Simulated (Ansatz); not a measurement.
**BFH3NSi: how energies converge with the basis set**

One table from this session's results is given with a row withheld; the runs are named, their logs left out.

The runs use Ansatz 0.2.0, Gaussian basis; one geometry, several basis sets.

Plan: PBE0-D4/def2-SVP; ωB97M-V/def2-SVP; PBE0-D4/def2-QZVPP; ωB97M-V/def2-QZVPP; the functionals' def2-TZVPP values are taken from earlier runs.

## The relaxed structure

All runs share one geometry, relaxed beforehand with PBE0-D4 in a triple-zeta def2 set.

SMILES `FB1N[SiH2]1`, 7 atoms, charge 0, spin multiplicity 1.

Atoms are counted from 1 here; the program's logs count them from 0.

Bond lengths: F1–B2 1.318 Å, B2–N3 1.381 Å, B2–Si4 1.921 Å, N3–Si4 1.767 Å, N3–H5 1.009 Å, Si4–H6 1.486 Å, Si4–H7 1.486 Å. Angles: F1–B2–N3 135.9°, F1–B2–Si4 161.9°, N3–B2–Si4 62.2°, B2–N3–Si4 74.1°, B2–N3–H5 140.0°, Si4–N3–H5 146.0°, B2–Si4–N3 43.7°, B2–Si4–H6 125.5°, B2–Si4–H7 125.5°, N3–Si4–H6 115.7°, N3–Si4–H7 115.7°, H6–Si4–H7 108.9°.

The first run:

Input file in.yaml:

```yaml
crystal:
  periodic: [false, false, false]
  atoms:
    - {symbol: F, position_ang: [-0.871804, -2.140763, 0.801094]}
    - {symbol: B, position_ang: [-0.433067, -0.973421, 0.375122]}
    - {symbol: N, position_ang: [0.740208, -0.495002, -0.173607]}
    - {symbol: Si, position_ang: [-0.349502, 0.892477, -0.073105]}
    - {symbol: H, position_ang: [1.655503, -0.821386, -0.445430]}
    - {symbol: H, position_ang: [-0.757136, 1.487644, -1.372564]}
    - {symbol: H, position_ang: [0.077201, 1.982451, 0.842791]}
basis:
  gaussian: {orbitals: def2-SVP}
hamiltonian: {xc: pbe0, dispersion: d4}
output: {orbitals: {seedname: orbitals}}
```

On the command line:

```bash
> ansatz run in.yaml --threads 2 --pin off --events-out ev --progress --plain --max-ram 4352MiB
```

Steps of the session up to this table: PBE0-D4 in def2-SVP; ωB97M-V in def2-SVP; PBE0-D4 in def2-QZVPP; ωB97M-V in def2-QZVPP.

One of the session's tables, all rows but one given; the rest of the session is left out.

```
functional       basis  HOMO (eV)  LUMO (eV)
   PBE0-D4    def2-SVP          ?          ?
   PBE0-D4  def2-TZVPP      -7.38      -0.49
   PBE0-D4  def2-QZVPP      -7.39      -0.60
   ωB97M-V    def2-SVP      -9.41       1.85
   ωB97M-V  def2-TZVPP      -9.49       1.19
   ωB97M-V  def2-QZVPP      -9.51       0.93
```

**Question.** Estimate the row for PBE0-D4, def2-SVP.

As computed: HOMO (eV): -7.33; LUMO (eV): -0.07. In the column «HOMO (eV)» it is the highest.
